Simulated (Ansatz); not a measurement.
Which YAML input does this script hand to the engine? (the Python package of Ansatz (0.2.0))

At the Python prompt:
```pycon
>>> import warnings
>>> import ansatz as az
>>> from pymatgen.core import Structure
>>> from pymatgen.symmetry.analyzer import SpacegroupAnalyzer
>>> warnings.simplefilter("ignore", az.DeckWarning)
>>> lattice = az.Lattice.of(
...     (2.71464, 0.0, 0.0),
...     (-1.35732, 2.35095, 0.0),
...     (0.0, 0.0, 7.11805),
... )
>>> sites = [
...     ("Li", (0.0, 0.0, 0.5)),
...     ("B", (1 / 3, 2 / 3, 0.74981)),
...     ("B", (2 / 3, 1 / 3, 0.25019)),
...     ("C", (1 / 3, 2 / 3, 0.25822)),
...     ("C", (2 / 3, 1 / 3, 0.74178)),
... ]
>>> crystal = az.Crystal(lattice=lattice)
>>> for symbol, position in sites:
...     crystal = crystal.atom(symbol, position)
...
>>> [site.symbol for site in crystal.resolved().sites]
['Li', 'B', 'B', 'C', 'C']
>>> # functional, basis and sampling
>>> base = (
...     crystal.calculation()
...     .functional(az.Functional.PBE)
...     .kpoints(8, 8, 3)
...     .occupations("gaussian", width=150 * az.meV)
...     .mixing("broyden")
...     .scf(algorithm="density_mixing")
...     .compute(band_table=True)
... )
>>> res = base.run(threads=1, backend="cpu")
>>> data = res.report
>>> data["converged"], data["free_energy_ev"]
(True, -1018.4088906941038)
>>> energy = data["free_energy_ev"]
>>> print("F of the LiB2C2 cell: {:.6f} eV = {:.6f} Ry = {:.6f} Ha".format(energy, energy / 13.605693, energy / 27.211386))
F of the LiB2C2 cell: -1018.408891 eV = -74.851674 Ry = -37.425837 Ha
>>> print("Fermi level {:.4f} eV, {} k-points, {} symmetry operations".format(data["fermi_energy_ev"], data["n_kpoints"], data["n_symmetry_ops"]))
Fermi level 4.8083 eV, 25 k-points, 12 symmetry operations
>>> final = Structure(res.lattice.cell_ang, [s.symbol for s in res.lattice.sites], [s.position_frac for s in res.lattice.sites])
>>> analyser = SpacegroupAnalyzer(final, symprec=0.01)
>>> standard = analyser.get_conventional_standard_structure()
>>> print(analyser.get_crystal_system(), analyser.get_space_group_symbol(), len(standard), "atoms in the conventional cell")
trigonal P-3m1 5 atoms in the conventional cell
>>> print("a b c (A):", [round(x, 4) for x in standard.lattice.abc], " angles:", [round(x, 2) for x in standard.lattice.angles])
a b c (A): [2.7146, 2.7146, 7.1181]  angles: [90.0, 90.0, 120.0]
>>> print(f"mass density {float(final.density):.3f} g/cm^3")
mass density 1.922 g/cm^3
>>> fermi = data["fermi_energy_ev"]
>>> print("levels less the Fermi level (eV) at the first k-points (first spin channel where there are two)")
levels less the Fermi level (eV) at the first k-points (first spin channel where there are two)
>>> for k, levels in list(zip(data["kpoints_frac"], data["eigenvalues_ev"]))[:6]:
...     print("k = ({:.3f}, {:.3f}, {:.3f})".format(*k))
...     print("   ", " ".join(f"{e - fermi:.3f}" for e in levels))
...
k = (0.000, 0.000, 0.000)
    -44.859 -13.880 -13.609 -5.229 -3.305 0.523 0.523 0.593 0.593 5.011 9.799 9.799 10.223 10.223
k = (0.000, 0.000, 0.333)
    -44.859 -13.818 -13.679 -4.830 -3.876 0.535 0.535 0.580 0.580 6.194 8.806 9.829 9.829 10.186
k = (0.000, 0.125, 0.000)
    -44.852 -13.588 -13.312 -4.911 -2.953 -0.703 -0.587 -0.070 0.023 5.230 9.723 10.025 10.325 10.450
k = (0.000, 0.125, 0.333)
    -44.852 -13.526 -13.382 -4.513 -3.530 -0.686 -0.600 -0.057 0.009 6.358 8.964 9.867 9.996 10.608
k = (0.000, 0.125, -0.333)
    -44.852 -13.526 -13.383 -4.512 -3.530 -0.689 -0.601 -0.055 0.008 6.415 8.794 9.939 10.009 10.586
k = (0.000, 0.250, 0.000)
    -44.834 -12.727 -12.437 -4.033 -3.266 -3.099 -1.909 -1.168 -1.045 5.806 7.506 8.724 9.399 9.716
```

`input.yaml`:
```yaml
crystal:
  lattice:
    - [2.71464, 0.0, 0.0]
    - [-1.35732, 2.35095, 0.0]
    - [0.0, 0.0, 7.11805]
  atoms:
    - { symbol: Li, position: [0.0, 0.0, 0.5] }
    - { symbol: B, position: [0.3333333333333, 0.6666666666667, 0.74981] }
    - { symbol: B, position: [0.6666666666667, 0.3333333333333, 0.25019] }
    - { symbol: C, position: [0.3333333333333, 0.6666666666667, 0.25822] }
    - { symbol: C, position: [0.6666666666667, 0.3333333333333, 0.74178] }
kpoints:
  mp_grid: { grid: [8, 8, 3] }
hamiltonian:
  xc: pbe
scf:
  algorithm: density_mixing
  mixing: { algorithm: broyden }
  occupations: { method: gaussian, width: 0.15 }
output:
  eigenvalues: true
```

The program run on that file:
```console
$ ansatz run input.yaml --threads 1 --pin off --max-ram 3072MiB --backend cpu --events-out ev --progress --plain --runs-dir out
Engine: ansatz 0.2.0, aarch64-unknown-linux-gnu
Pseudopotentials: kind: paw
Pseudopotential: Li, paw, valence charge 3, recommended cutoff 420 eV (normal), Li.paw.azcp
Pseudopotential: B, paw, valence charge 3, recommended cutoff 420 eV (normal), B.paw.azcp
Pseudopotential: C, paw, valence charge 4, recommended cutoff 420 eV (normal), C.paw.azcp
Functional definition: PBE
  parameter kappa = 0.804
  parameter beta = 0.06672455060314922
  exchange = pbe_x(kappa = kappa, mu = beta*pi^2/3)
  correlation = pbe_c(beta = beta)
Crystal: 5 atoms, lattice volume = 45.427 Å³
Basis set: ecut = 420 eV, 881 PW (Γ)
Bands: 14, of which v1, the nominal top of the filled ones, is band 9 counted from 1 (8 counted from 0)
Symmetry: 12 space group operations
Space group: P-3m1 (ITA 164), of the structure as read, at distance tolerance 3.6e-5 Å
k-points: 25 of 192
Non-local potential: Li, projectors of the file, l = 0: 3, l = 1: 2, l = 2: 1
Non-local potential: B, projectors of the file, l = 0: 2, l = 1: 2, l = 2: 1
Non-local potential: C, projectors of the file, l = 0: 2, l = 1: 2, l = 2: 1
PAW form: soft (Blöchl's): semilocal exchange-correlation on the pseudo side does not see the compensation charge
PAW one-centre angular grid: Li, 110 points (default); XC on 64 Gauss nodes
PAW one-centre angular grid: B, 110 points (default); XC on 64 Gauss nodes
PAW one-centre angular grid: C, 110 points (default); XC on 64 Gauss nodes
Initial density: superposition of atomic densities (neutral atoms: chi_scale 0, normalization atom), corrected by the library's trained network
Initial wavefunctions: pseudopotential atomic-orbital guess
Functional: x = pbe(κ = 0.804, μ = 0.2195149727645171), c = pbe(β = 0.06672455060314922)
SCF iter   1: F=—  HF=-1018.425522 eV  |F-HF|=—  |Δ(HF+E_count)|=         —  Δρ=1.34e-2  dr2=6.11e-2  ethr=1.77e-3  ⟨swp⟩=5.3  Hψ=2022  notcnv=0
preconditioner: auto → LDOS  [metal: Δε(μ)=0.053 eV  Ē_g=12.782 eV  σ=0.150 eV  W_gap=0.20  n_scr=4 (ndim 8)  ℏωp=21.3 eV  f_vac=0.020  D(μ)=2.14/eV (n_scr^D=24)  β→1.0]
SCF iter   2: F=—  HF=-1018.408723 eV  |F-HF|=—  |Δ(HF+E_count)|=   1.68e-2  Δρ=4.79e-3  dr2=5.41e-3  ethr=3.59e-4  ⟨swp⟩=1.9  Hψ=696  notcnv=0  κ⁻¹=1.0e0(r=1)
SCF iter   3: F=—  HF=-1018.408924 eV  |F-HF|=—  |Δ(HF+E_count)|=   2.01e-4  Δρ=1.00e-3  dr2=3.53e-4  ethr=3.18e-5  ⟨swp⟩=2.8  Hψ=513  notcnv=0  κ⁻¹=1.6e-2(r=2)
SCF iter   4: F=—  HF=-1018.408888 eV  |F-HF|=—  |Δ(HF+E_count)|=   3.62e-5  Δρ=1.35e-4  dr2=5.98e-6  ethr=2.08e-6  ⟨swp⟩=2.4  Hψ=486  notcnv=0  κ⁻¹=4.7e-4(r=3)
SCF iter   5: F=—  HF=-1018.408891 eV  |F-HF|=—  |Δ(HF+E_count)|=   2.42e-6  Δρ=2.43e-5  dr2=3.10e-7  ethr=3.52e-8  ⟨swp⟩=2.3  Hψ=509  notcnv=0  κ⁻¹=1.9e-5(r=4)
SCF iter   6: F=-1018.408891 eV  HF=-1018.408891 eV  |F-HF|=2.85e-10  |Δ(HF+E_count)|=   2.60e-8  Δρ=4.05e-6  dr2=7.53e-9  ethr=5.88e-10  ⟨swp⟩=6.6  Hψ=1234  notcnv=0
SCF 1 converged in 6 iterations: F = -1018.408891 eV  dr2 = 7.53e-9
  greatest PAW one-centre occupation: 1.000 electrons in one spin orbital (limit 2), on the Li atom at site 0 (counted from 0), in its partial waves of l = 0
SCF converged after 6 iterations
Stability not checked: this state was not tested for a lower state beside it, because the mixer in use, unlike msr1, does not test its closes by its own steps (another_mixer; see scf.mixing.algorithm and scf.lower_state_search)
Free energy (F): -1018.408891 eV
Harris-Foulkes:  -1018.408891 eV  (|F-HF|=2.85e-10)
Internal energy: -1018.380787 eV  (E = F + TS)
E sigma→0 (E₀):  -1018.394839 eV
Entropy (-TS):   -0.028104 eV (-5.621 meV/atom)
Fermi energy:    4.808295 eV
--- Per-component energies (eV) ---
  E_band       = -89.483761
  E_kinetic    = 297.725185
  E_local      = -532.026956  (includes V_loc(G=0)·N_el)
  E_nonlocal   = 45.693880
  E_hartree    = 169.438027
  E_xc         = -170.891814
  E_vxc        = -208.738398  (∫ρ·V_xc dr)
  E_paw        = -376.453332  (= ΣΔE_a)
  E_vpaw       = -31.015163  (= ΣTr[D̂ρ^β])
  E_aug_tail   = 0.000013  (compensation charges beyond the density's cutoff)
  E_ewald      = -451.865790
  E_smearing   = -0.028104  (= −TS)
  E_closure    = -0.000000  (closes the sum)
  Σ components = -1018.408891   (vs F -1018.408891, Δ=0.00e0)
--- Band table (eV; the first three rows and the last of 25) ---
  k-point 0: bands = ["-40.0512", "-9.0720", "-8.8007", "-0.4209", "1.5031", "5.3309", "5.3309", "5.4013", "5.4013", "9.8194", "14.6069", "14.6069", "15.0312", "15.0312"]
  k-point 1: bands = ["-40.0512", "-9.0099", "-8.8711", "-0.0220", "0.9319", "5.3430", "5.3430", "5.3881", "5.3881", "11.0020", "13.6142", "14.6371", "14.6371", "14.9941"]
  k-point 2: bands = ["-40.0438", "-8.7801", "-8.5032", "-0.1027", "1.8555", "4.1056", "4.2212", "4.7379", "4.8317", "10.0379", "14.5316", "14.8330", "15.1334", "15.2586"]
  k-point 24: bands = ["-39.9955", "-4.8080", "-4.6889", "-1.9007", "-1.8240", "-0.2470", "-0.1945", "4.6321", "5.5841", "7.6589", "8.4300", "14.5087", "14.9632", "15.7522"]
```

Reading the output:
- These settings explore the input space; cutoff and mesh may be short of convergence.
- The mesh is modest for a metal, so energies can be off by several to tens of meV an atom and pressures by half a GPa or more; differences at equal mesh fare better.
- An absolute Fermi energy rests on an arbitrary zero of the periodic potential and has no direct meaning.
- This cell is a computed structure, which may not be the phase found in nature.
- Gaps and levels are Kohn-Sham values on a finite set of k-points.
- The whole script took 1.8 s on 1 thread of Arm Neoverse V1, on a shared host, peak memory 0.38 GiB.
